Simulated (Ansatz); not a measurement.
# BaRe: the cost of one run

Program: Ansatz 0.2.0. Level of theory: DFT PBEsol, scalar-relativistic, plane waves, PAW. These are calculated values, not measurements.

1 further run of the same task is left out (set aside as unsound or not needed).

**1. Starting point**

Symmetry: Pm-3m, No. 221, cubic system. The conventional cell has a = 3.615 Å, b = 3.615 Å, c = 3.615 Å, α = 90.00°, β = 90.00°, γ = 90.00°. Around Ba (site symmetry m-3m) lie 8 Re at 3.13 Å. Around Re (site symmetry m-3m) lie 8 Ba at 3.13 Å.

Coordinates:

```
CELL_PARAMETERS angstrom
3.61527 0.00000 0.00000
0.00000 3.61527 0.00000
0.00000 0.00000 3.61527
ATOMIC_POSITIONS crystal
Ba 0.00000 0.00000 0.00000
Re 0.50000 0.50000 0.50000
```

An earlier run at PBEsol left this cell at 23.626 Å³/atom and 0.08 GPa (8×8×8 mesh).

Volume factors to run: 0.980, 1.020, 0.960, 1.040.

**2. Volume × 0.980**

Contents of input.yaml:

```yaml
crystal:
  lattice:
    - [3.5910067227, 0.0, 0.0]
    - [0.0, 3.5910067227, 0.0]
    - [0.0, 0.0, 3.5910067227]
  atoms:
    - { symbol: Ba, position: [0.0, 0.0, 0.0] }
    - { symbol: Re, position: [0.5, 0.5, 0.5] }
basis:
  ecutwfc: 420
  ecutrho_ratio: 4
kpoints:
  mp_grid: { grid: [8, 8, 8] }
hamiltonian:
  xc: pbesol
scf:
  occupations: { method: gaussian, width: 0.05 }
output:
  forces: true
  stress: true
  eigenvalues: true
```

Run with:

```bash
ansatz run input.yaml --threads 4 --pin off --max-ram 4096MiB --backend cpu --events-out ev --progress --plain --runs-dir out
```

What time and memory should one allow on 4 threads of Arm Neoverse N1, shared host?

About 1.6 s, with a peak of 0.41 GiB.
